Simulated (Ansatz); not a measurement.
Working through harmonic frequencies at the relaxed geometry of CH6BFSi, SMILES FBC[SiH3]

With Ansatz 0.2.0 through its Python package.

At the Python prompt:
```pycon
>>> import ansatz
>>> import numpy as np
>>> geometry_ang = [
...     ("F", [-2.0205, -0.0945, -0.7728]),
...     ("B", [-0.9255, 0.803, -0.998]),
...     ("C", [0.4306, 0.5538, -0.266]),
...     ("Si", [0.4601, -0.9274, 0.8743]),
...     ("H", [-1.0129, 1.7095, -1.761]),
...     ("H", [1.2571, 0.4041, -1.0108]),
...     ("H", [0.7463, 1.4498, 0.3547]),
...     ("H", [0.1033, -2.1203, 0.0831]),
...     ("H", [-0.6467, -0.711, 1.9417]),
...     ("H", [1.6913, -1.1182, 1.5578]),
... ]
>>> geometry = ansatz.Crystal.molecule()
>>> for symbol, xyz in geometry_ang:
...     geometry = geometry.atom(symbol, xyz)
...
>>> calculation = (
...     geometry.calculation()
...     .basis(gaussian="cc-pVDZ")
...     .functional("pbe0")
... )
>>> symbols = [site.symbol for site in geometry.cartesian_sites]
>>> start = np.array([site.position_ang for site in geometry.cartesian_sites], dtype=float)
>>> rep = calculation.relax(force_tolerance=0.003).run(threads=1).report

>>> end = np.array(rep["positions_ang"])
>>> print("bond        before    after (A)")
bond        before    after (A)
>>> for i, j in [(0, 1), (1, 2), (1, 4), (2, 3), (2, 5), (2, 6), (3, 7), (3, 8), (3, 9)]:
...     d0, d1 = (np.linalg.norm(xyz[i] - xyz[j]) for xyz in (start, end))
...     print(f"{symbols[i]}{i}-{symbols[j]}{j}".ljust(10), f"{d0:8.4f} {d1:8.4f}")
...
F0-B1        1.4336   1.3414
B1-C2        1.5611   1.5465
B1-H4        1.1881   1.2111
C2-Si3       1.8695   1.9045
C2-H5        1.1226   1.1024
C2-H6        1.1348   1.1024
Si3-H7       1.4752   1.4989
Si3-H8       1.5528   1.4982
Si3-H9       1.4211   1.4987
>>> for i, j, k in [(0, 1, 2), (0, 1, 4), (2, 1, 4), (1, 2, 3), (1, 2, 5), (1, 2, 6), (3, 2, 5), (3, 2, 6)]:
...     u, v = end[i] - end[j], end[k] - end[j]
...     print(f"angle {symbols[i]}{i}-{symbols[j]}{j}-{symbols[k]}{k}: {np.degrees(np.arccos(np.clip(u @ v / np.linalg.norm(u) / np.linalg.norm(v), -1, 1))):.2f} deg")
...
angle F0-B1-C2: 119.84 deg
angle F0-B1-H4: 116.24 deg
angle C2-B1-H4: 123.89 deg
angle B1-C2-Si3: 110.64 deg
angle B1-C2-H5: 111.51 deg
angle B1-C2-H6: 112.64 deg
angle Si3-C2-H5: 105.21 deg
angle Si3-C2-H6: 106.60 deg
>>> minimum = ansatz.Crystal.molecule()
>>> for symbol, xyz in zip(symbols, end):
...     minimum = minimum.atom(symbol, xyz.tolist())
...
>>> vibrating = (
...     minimum.calculation()
...     .basis(gaussian="cc-pVDZ")
...     .functional("pbe0")
...     .phonons(temperatures=(298.15, 498.15, 100))
... )
>>> vib = vibrating.run(threads=1).report["vibrations"]
>>> sums = vib["harmonic_sums"]
>>> modes = [m["omega_inv_cm"] for m in sums["modes_at_gamma"] if m["rigid_motion"] == "no"]
>>> for number, w in enumerate(modes, start=1):
...     print(f"mode {number:2d} {w:9.1f} 1/cm {w / 8065.544 * 1000:8.2f} meV")
...
mode  1      69.5 1/cm     8.62 meV
mode  2     108.6 1/cm    13.46 meV
mode  3     195.3 1/cm    24.21 meV
mode  4     395.0 1/cm    48.97 meV
mode  5     523.6 1/cm    64.92 meV
mode  6     590.7 1/cm    73.24 meV
mode  7     651.7 1/cm    80.80 meV
mode  8     802.7 1/cm    99.53 meV
mode  9     886.3 1/cm   109.89 meV
mode 10     910.8 1/cm   112.92 meV
mode 11     940.8 1/cm   116.64 meV
mode 12     941.8 1/cm   116.77 meV
mode 13     971.9 1/cm   120.50 meV
mode 14    1039.5 1/cm   128.89 meV
mode 15    1076.7 1/cm   133.49 meV
mode 16    1121.7 1/cm   139.07 meV
mode 17    1333.9 1/cm   165.38 meV
mode 18    1411.7 1/cm   175.03 meV
mode 19    2209.7 1/cm   273.97 meV
mode 20    2218.1 1/cm   275.01 meV
mode 21    2222.4 1/cm   275.55 meV
mode 22    2620.2 1/cm   324.86 meV
mode 23    3075.2 1/cm   381.28 meV
mode 24    3149.3 1/cm   390.46 meV
>>> print("imaginary modes:", sum(w < 0 for w in modes), " zero-point energy:", round(sums["zero_point_energy_ev"], 4), "eV")
imaginary modes: 0  zero-point energy: 1.8267 eV
>>> print("T (K)   F_vib (eV)   S_vib (meV/K)   C_vib (meV/K)")
T (K)   F_vib (eV)   S_vib (meV/K)   C_vib (meV/K)
>>> for row in zip(sums["temperatures_k"], sums["vibrational_free_energy_ev"], vib["entropy_ev_per_k"], vib["heat_capacity_ev_per_k"]):
...     print(f"{row[0]:6.1f} {row[1]:11.4f} {1000 * row[2]:13.4f} {1000 * row[3]:15.4f}")
...
 298.1      1.7473        0.5694          0.6293
 398.1      1.6797        0.7829          0.8516
 498.1      1.5908        0.9942          1.0340
```

The frequencies are harmonic and unscaled, in a modest basis. The result belongs to the one conformer reached from this start, and soft torsions count as harmonic oscillators. Timing: 3.7 min on 1 thread of Intel(R) Xeon(R) Platinum 8488C (Sapphire Rapids), with other jobs on the host, peak memory 0.25 GiB.

(Lines on the test bed's own set-up are left out of the output.)
